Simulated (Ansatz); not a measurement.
# 5 CO + 6 SiH4 in a periodic box: molecular dynamics, part 2 of 3

The plan is to see how the packed molecules move, order and perhaps react. The start is relaxed first. Runs: 110 steps of 0.5 fs under a Langevin thermostat at 400 K; 180 steps of 0.75 fs under a Langevin thermostat at 400 K. The molecules were packed at random to 0.656 g/cm³.

Ansatz 0.2.0; DFT PBE+D3(BJ), plane waves, PAW, scalar-relativistic, no spin polarisation.

## 4. Run 1

110 steps of 0.5 fs under a Langevin thermostat at 400 K, from the relaxed start.

The input, input.yaml:

```yaml
accuracy: low
crystal:
  lattice:
    - [9.44287, 0.0, 0.0]
    - [0.0, 9.44287, 0.0]
    - [0.0, 0.0, 9.44287]
  atoms:
    - { symbol: O, position: [0.52016747, 0.6005384, 0.04240719] }
    - { symbol: C, position: [0.5420854, 0.69999983, 0.10664738] }
    - { symbol: O, position: [0.03284683, 0.31915001, 0.02370589] }
    - { symbol: C, position: [0.07384206, 0.41694071, 0.08045215] }
    - { symbol: O, position: [0.90248624, 0.14501652, 0.43478842] }
    - { symbol: C, position: [0.94736311, 0.06357547, 0.51124712] }
    - { symbol: O, position: [0.58708067, -0.02311893, 0.52600959] }
    - { symbol: C, position: [0.48000972, 0.02342385, 0.49713599] }
    - { symbol: O, position: [0.77554354, 0.29552509, 0.76357986] }
    - { symbol: C, position: [0.71737241, 0.19784753, 0.8029913] }
    - { symbol: Si, position: [0.5745164, 0.20582783, 0.1571816] }
    - { symbol: H, position: [0.54312472, 0.27512083, 0.29571357] }
    - { symbol: H, position: [0.73056952, 0.20854657, 0.13172904] }
    - { symbol: H, position: [0.52399658, 0.05594953, 0.16010779] }
    - { symbol: H, position: [0.50037374, 0.28436871, 0.0418201] }
    - { symbol: Si, position: [0.94202212, 0.78508069, 0.96519143] }
    - { symbol: H, position: [0.98170692, 0.85893852, 1.09937202] }
    - { symbol: H, position: [0.85027829, 0.66044534, 0.99908084] }
    - { symbol: H, position: [0.86331766, 0.88511828, 0.87144368] }
    - { symbol: H, position: [1.07307318, 0.73445299, 0.89186297] }
    - { symbol: Si, position: [0.75900249, 0.56246047, 0.44197295] }
    - { symbol: H, position: [0.86280439, 0.5628684, 0.56110475] }
    - { symbol: H, position: [0.6256498, 0.49112259, 0.48824785] }
    - { symbol: H, position: [0.7266358, 0.71096672, 0.39864197] }
    - { symbol: H, position: [0.81982932, 0.48401784, 0.31891988] }
    - { symbol: Si, position: [0.1869348, 0.77715571, 0.34534886] }
    - { symbol: H, position: [0.24479353, 0.70491507, 0.217228] }
    - { symbol: H, position: [0.28269776, 0.75166899, 0.4684309] }
    - { symbol: H, position: [0.17641089, 0.9324835, 0.31827527] }
    - { symbol: H, position: [0.04326514, 0.71916938, 0.37778001] }
    - { symbol: Si, position: [0.27192, 0.38308094, 0.59460749] }
    - { symbol: H, position: [0.25895328, 0.41984259, 0.44123312] }
    - { symbol: H, position: [0.23363125, 0.50900508, 0.68237543] }
    - { symbol: H, position: [0.17379965, 0.26381221, 0.62878636] }
    - { symbol: H, position: [0.42043097, 0.33952526, 0.62628543] }
    - { symbol: Si, position: [0.29053751, 0.98931393, 0.84944226] }
    - { symbol: H, position: [0.35627654, 0.89372368, 0.95745479] }
    - { symbol: H, position: [0.2636199, 0.90880213, 0.71585892] }
    - { symbol: H, position: [0.15365248, 1.0452589, 0.90553997] }
    - { symbol: H, position: [0.38887328, 1.11014781, 0.82006807] }
basis:
  ecutwfc: 420.0
kpoints:
  mp_grid: { grid: [1, 1, 1] }
hamiltonian:
  xc: pbe
  dispersion: d3bj
scf:
  occupations: { method: fermi_dirac, width: 0.02 }
  lower_state_search: "off"
md:
  timestep: 0.5
  n_steps: 110
  ensemble: nvt_langevin
  temperature: 400.0
  initial_velocities: maxwell_boltzmann
  seed: 281693
  friction: 0.02
```

On the command line:

```bash
ansatz run input.yaml --threads 1 --pin off --max-ram 3072MiB --backend cpu --events-out ev --progress --plain --runs-dir out
```

Standard output, shortened:

```text
Warning: md: disabling space-group detection — thermal motion breaks the input geometry's symmetry, so no spatial operation reduces the k-mesh or symmetrises the density; time reversal is kept, so that k and −k are solved as one point where they differ and the mesh holds both, and exact [...]
Warning: RAYON_NUM_THREADS=1 ignored (pool sized by the plan → 1); use --threads N
[...]
Pseudopotentials: kind: paw
Pseudopotential: O, paw, valence charge 6, recommended cutoff 420 eV (normal), O.paw.azcp
Pseudopotential: C, paw, valence charge 4, recommended cutoff 420 eV (normal), C.paw.azcp
[...]
Bands: 89, of which v1, the nominal top of the filled ones, is band 49 counted from 1 (48 counted from 0)
Symmetry: 1 space group operations
k-points: 1
[...]
SCF iter   1: F=—  HF=-8280.268884 eV  |F-HF|=—  |Δ(HF+E_count)|=         —  Δρ=3.89e-3  dr2=1.34e-1  ethr=1.77e-3  ⟨swp⟩=7.0  Hψ=466  notcnv=0  defer=16
[...]
md step     0: t =     0.00 fs  T =   390.0 K  F+E_penalty+E_count = -8280.25970692 eV  E_kin = 2.016456 eV  (9 SCF iters)
[...]
md step     6: t =     3.00 fs  T =   289.4 K  F+E_penalty+E_count = -8279.53212598 eV  E_kin = 1.496471 eV  (5 SCF iters)
md step     7: t =     3.50 fs  T =   272.6 K  F+E_penalty+E_count = -8279.43258774 eV  E_kin = 1.409592 eV  (6 SCF iters)
```

## 5. More of the same log: dynamics from the start

The log, continued, shortened:

```text
md step     8: t =     4.00 fs  T =   255.6 K  F+E_penalty+E_count = -8279.38233429 eV  E_kin = 1.321575 eV  (6 SCF iters)
[...]
md step    24: t =    12.00 fs  T =   224.8 K  F+E_penalty+E_count = -8279.03460933 eV  E_kin = 1.162299 eV  (6 SCF iters)
[...]
md step    40: t =    20.00 fs  T =   318.9 K  F+E_penalty+E_count = -8279.19238774 eV  E_kin = 1.648961 eV  (8 SCF iters)
[...]
  atom   3  O      0.33971354     0.35339688     0.94828646
  atom   4  C     -0.30559503    -0.47836812    -0.94165569
  atom   5  O      0.09656832    -0.14149998     0.52021096
  atom   6  C      0.00862814     0.03973821    -0.64462675
  atom   7  O     -0.25831838     0.47812817    -0.25259867
  atom   8  C      0.22509739    -0.67818133     0.30480804
[...]
--- MD trajectory: 110 steps, t = 0.0 → 55.0 fs ---
  final state: T = 422.6 K   F+E_penalty+E_count = -8279.17741227 eV   E_kin = 2.184757 eV
```

Wall time 7.9 min (1 thread of Arm Neoverse V1, shared host); peak memory 0.65 GiB.

## 6. The trajectory

One step in 6; energies are changes from step 0; msd is the mean square displacement from the start, the centre of mass held:

```csv
time (fs),T (K),potential energy change (meV/atom),msd H (Å²),msd C (Å²),msd O (Å²),msd Si (Å²)
0.0,390,0.0,0.000,0.000,0.000,0.000
3.0,289,18.2,0.008,0.001,0.001,0.000
6.0,288,18.7,0.023,0.002,0.002,0.000
9.0,281,19.4,0.038,0.005,0.004,0.001
12.0,225,30.6,0.052,0.009,0.007,0.001
15.0,401,11.3,0.063,0.014,0.011,0.002
18.0,375,20.3,0.080,0.019,0.017,0.002
21.0,324,24.3,0.105,0.027,0.023,0.003
24.0,380,16.3,0.126,0.037,0.029,0.005
27.0,288,32.5,0.153,0.047,0.036,0.007
30.0,366,24.2,0.179,0.057,0.042,0.009
33.0,405,24.1,0.206,0.065,0.050,0.011
36.0,353,31.4,0.241,0.075,0.058,0.013
39.0,406,20.1,0.275,0.087,0.064,0.015
42.0,346,27.5,0.310,0.098,0.068,0.018
45.0,329,27.0,0.342,0.109,0.075,0.021
48.0,374,26.3,0.380,0.121,0.084,0.025
51.0,367,33.0,0.420,0.136,0.096,0.028
54.0,437,27.0,0.457,0.156,0.108,0.032
55.0,423,27.1,0.468,0.162,0.112,0.033
```

time (fs), T (K) and a bar:
```
      0.0        390 #########################
      2.5        300 ###########
      5.0        259 #####
      7.0        306 ############
      9.5        267 ######
     12.0        225 
     14.5        373 #######################
     16.5        404 ###########################
     19.0        334 #################
     21.5        324 ###############
     24.0        380 ########################
     26.5        312 #############
     28.5        270 #######
     31.0        392 #########################
     33.5        379 #######################
     36.0        353 ###################
     38.5        399 ##########################
     40.5        378 #######################
     43.0        326 ###############
     45.5        345 ##################
     48.0        374 #######################
     50.0        339 #################
     52.5        416 #############################
     55.0        423 ##############################
```

Pair distribution over the second half of the run:

```csv
r (Å),g H–H,g Si–H,g O–H
0.68,0.00,0.00,0.00
0.84,0.00,0.00,0.00
1.00,0.00,0.00,0.00
1.16,0.00,0.00,0.00
1.32,0.00,1.75,0.00
1.48,0.00,24.37,0.00
1.64,0.00,5.00,0.00
1.80,0.00,0.00,0.00
1.96,0.00,0.00,0.00
2.12,0.11,0.00,0.00
2.28,2.14,0.00,0.00
2.44,5.61,0.00,0.00
2.60,2.12,0.04,0.05
2.76,0.39,0.15,0.27
2.92,0.62,0.10,0.96
3.08,0.86,0.14,0.60
3.24,1.03,0.65,1.05
3.40,0.89,0.78,1.08
3.56,0.76,0.86,1.53
3.72,0.56,0.55,1.40
3.88,0.53,0.92,1.24
4.04,0.63,0.77,1.21
4.20,0.95,0.87,1.81
4.36,0.85,1.06,1.14
4.52,0.78,1.38,1.33
4.68,0.95,1.21,1.11
```

First peaks of g(r) (not always the tallest), and, where a minimum follows, the mean number of second-named atoms round a first-named one up to the next minimum:

```csv
pair,peak (Å),height,minimum (Å),neighbours
H–H,2.44,5.6,2.84,3.5
Si–H,1.48,24.4,1.80,4.0
O–H,3.56,1.5,-,-
```

## 7. Snapshots as a file

Extended XYZ, with forces in eV/Å:

```xyz
40
Lattice="9.443 0.000 0.000 0.000 9.443 0.000 0.000 0.000 9.443" Properties=species:S:1:pos:R:3:forces:R:3 pbc="T T T" time_fs=27.5 T=277 dE=1.3706
O     4.940    5.713    0.386    0.213    0.701    0.733
C     5.169    6.473    1.210   -0.233   -0.658   -0.775
O     0.354    3.229    0.100    0.921    1.526    2.247
C     0.724    3.853    1.009   -0.914   -1.569   -2.248
O     8.494    1.239    3.970   -1.085    1.963   -3.074
C     8.810    0.669    4.863    1.116   -1.982    3.042
O     5.370   -0.313    5.012    0.783   -0.662    0.252
C     4.579    0.429    4.705   -0.830    0.533   -0.179
O     7.289    2.828    7.011    1.074    2.747   -1.301
C     6.922    1.885    7.466   -1.095   -2.749    1.351
Si    5.372    1.837    1.461   -0.026    0.374    1.577
H     5.279    2.150    2.994   -0.082   -0.568   -1.062
H     6.746    1.947    1.097    1.391    0.001   -0.215
H     4.901    0.577    0.891   -0.372   -0.494    0.235
H     4.762    2.957    0.810   -0.771    0.791   -0.585
Si    8.971    7.391    9.052   -1.536   -0.204    0.688
H     9.101    8.015   10.356    0.107    0.682    0.447
H     8.422    6.086    9.329   -0.609   -0.935    0.321
H     8.090    7.967    8.063   -0.513    0.746   -0.408
H    10.154    7.035    8.452    2.507   -0.271   -1.051
Si    7.215    5.347    4.222    0.461   -0.091    1.232
H     8.233    5.395    5.449   -0.875   -0.072   -1.135
H     6.004    4.514    4.583    0.331    0.136   -0.089
H     6.781    6.696    3.841   -0.181    0.483    0.186
H     7.846    4.879    2.979    0.288   -0.456   -0.190
Si    1.729    7.303    3.248    0.964    0.939   -0.295
H     1.972    6.595    1.927    0.149    0.074    0.532
H     2.538    6.900    4.447    0.018   -0.289   -0.331
H     2.128    8.794    3.074   -0.450   -0.754   -0.032
H     0.326    7.120    3.590   -0.655    0.075    0.120
Si    2.567    3.680    5.656    0.327    1.204    0.609
H     2.345    3.986    4.237    0.007    0.289   -0.383
H     2.691    4.900    6.582   -0.322   -0.351   -0.560
H     1.494    2.823    6.083   -0.769   -0.586    0.392
H     3.836    3.018    5.848    0.745   -0.531   -0.051
Si    2.796    9.337    8.047   -1.647    1.495   -2.455
H     3.042    8.964    9.364    0.581   -0.630    1.892
H     2.885    8.223    7.062   -0.030   -0.178    0.134
H     1.317    9.917    8.022    1.157   -0.479   -0.025
H     3.698   10.421    7.486   -0.145   -0.250    0.455
40
Lattice="9.443 0.000 0.000 0.000 9.443 0.000 0.000 0.000 9.443" Properties=species:S:1:pos:R:3:forces:R:3 pbc="T T T" time_fs=55.0 T=423 dE=1.0823
O     5.040    5.749    0.233    0.000    0.037    0.023
C     5.261    6.285    1.209   -0.003   -0.023   -0.031
O     0.247    3.320    0.180    0.340    0.353    0.948
C     0.588    3.742    1.188   -0.306   -0.478   -0.942
O     8.415    1.159    3.883    0.097   -0.141    0.520
C     8.611    0.826    4.956    0.009    0.040   -0.645
O     5.192   -0.295    5.199   -0.258    0.478   -0.253
C     4.555    0.586    4.848    0.225   -0.678    0.305
O     7.419    2.790    6.898   -0.707   -1.026    0.571
C     6.842    1.882    7.296    0.632    1.062   -0.346
Si    5.445    1.833    1.459   -0.527    0.728    1.137
H     5.079    1.563    2.909    0.509    0.458   -0.246
H     6.875    2.212    1.220   -0.232    0.065    0.007
H     5.067    0.573    0.935    0.005   -1.379   -0.931
H     4.375    2.771    0.982    0.389    0.214   -0.109
Si    9.085    7.318    8.898    0.766    0.296   -1.108
H     9.327    8.262   10.012   -0.341    0.077    0.316
H     8.662    5.955    9.348    0.239    0.118    0.053
H     8.007    7.793    7.935    0.361    0.003    0.343
H    10.491    7.404    8.177   -1.177   -0.509    0.414
Si    7.199    5.450    4.301    0.090   -1.141    1.827
H     8.009    4.918    5.532   -0.197    0.716   -0.876
H     5.969    4.582    4.545    0.144    0.449   -0.566
H     6.946    6.896    4.372   -0.160    0.312    0.095
H     7.949    5.159    3.085    0.144   -0.247   -0.562
Si    1.756    7.267    3.272    1.072   -0.379   -0.145
H     1.506    6.302    2.143   -0.002    0.063    0.318
H     2.980    6.900    4.090   -0.337   -0.113   -0.267
H     2.092    8.564    2.669   -0.075    0.469   -0.169
H     0.640    7.388    4.199   -0.623    0.009    0.280
Si    2.526    3.721    5.762   -0.564    1.107    0.310
H     2.228    3.965    4.322    0.187    0.295    0.012
H     2.866    4.875    6.683   -0.180    0.066   -0.553
H     1.347    3.094    6.326   -0.744   -0.341    0.297
H     3.588    2.812    5.951    1.252   -1.011   -0.036
Si    2.845    9.428    8.103    0.364   -0.280   -0.411
H     2.828    9.250    9.592    0.042   -0.110   -0.172
H     3.172    8.102    7.364   -0.181    0.751    0.498
H     1.463    9.886    7.704    0.370    0.038   -0.055
H     3.953   10.431    7.751   -0.618   -0.346    0.149
```

Reading of run 1. Against a set 400 K the second half averages 367 K with a spread of 41 K (in equilibrium 40 atoms would scatter by about 52 K, over a far longer run). Over the second half H atoms stand 0.6 Å (root mean square) from where they began, and the farthest move is 1.1 Å.

(Continued in part 3 of 3.)
